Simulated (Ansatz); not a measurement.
# CH5AlCl2O: the cost of one run

Method: UKS LDA/6-31G, in Ansatz 0.2.0.

**1. The starting structure**

Bond lengths: Al1–Cl3 2.019 Å, Al1–Cl4 2.019 Å, Al1–O6 2.176 Å, O6–C7 1.395 Å, C7–H8 1.092 Å, C7–H9 1.095 Å, C7–H10 1.095 Å. Angles: Cl3–Al1–Cl4 133.4°, Cl3–Al1–O6 110.9°, Cl4–Al1–O6 110.6°, Al1–O6–C7 158.0°, O6–C7–H8 109.9°, O6–C7–H9 109.4°, O6–C7–H10 110.7°, H8–C7–H9 108.6°, H8–C7–H10 109.0°, H9–C7–H10 109.2°.

Coordinates:

```xyz
10

Al   -1.7047    0.5063   -0.4102
H    -1.5206   -1.1186    0.7455
Cl   -2.1296   -0.0819   -2.2943
Cl   -2.3495    2.0317    0.7441
H    -0.5799   -0.8578    0.6215
O     0.3172   -0.0756    0.1461
C     1.7113   -0.0984    0.1140
H     2.0948    0.9049   -0.0819
H     2.0919   -0.4346    1.0840
H     2.0691   -0.7761   -0.6688
```

**2. Run 1**

150 steps of 0.5 fs at constant energy, with velocities drawn for 600 K.

Contents of input.yaml:

```yaml
crystal:
  periodic: [false, false, false]
  atoms:
    - { symbol: Al, position_ang: [-1.7047, 0.5063, -0.4102] }
    - { symbol: H, position_ang: [-1.5206, -1.1186, 0.7455] }
    - { symbol: Cl, position_ang: [-2.1296, -0.0819, -2.2943] }
    - { symbol: Cl, position_ang: [-2.3495, 2.0317, 0.7441] }
    - { symbol: H, position_ang: [-0.5799, -0.8578, 0.6215] }
    - { symbol: O, position_ang: [0.3172, -0.0756, 0.1461] }
    - { symbol: C, position_ang: [1.7113, -0.0984, 0.114] }
    - { symbol: H, position_ang: [2.0948, 0.9049, -0.0819] }
    - { symbol: H, position_ang: [2.0919, -0.4346, 1.084] }
    - { symbol: H, position_ang: [2.0691, -0.7761, -0.6688] }
magnetization:
  spin_polarized: true
basis:
  gaussian: { orbitals: "6-31G" }
hamiltonian:
  xc: lda
md:
  timestep: 0.5
  n_steps: 150
  ensemble: nve
  temperature: 600.0
  initial_velocities: maxwell_boltzmann
  seed: 81767
```

The run is started by

```bash
> ansatz run input.yaml --threads 1 --pin off --max-ram 2048MiB --backend cpu --events-out ev --progress --plain --runs-dir out
```

Q: Estimate wall time and peak memory on 1 thread of Intel Xeon at 2.70GHz, shared host.

About 11 min, with a peak of 0.14 GiB.
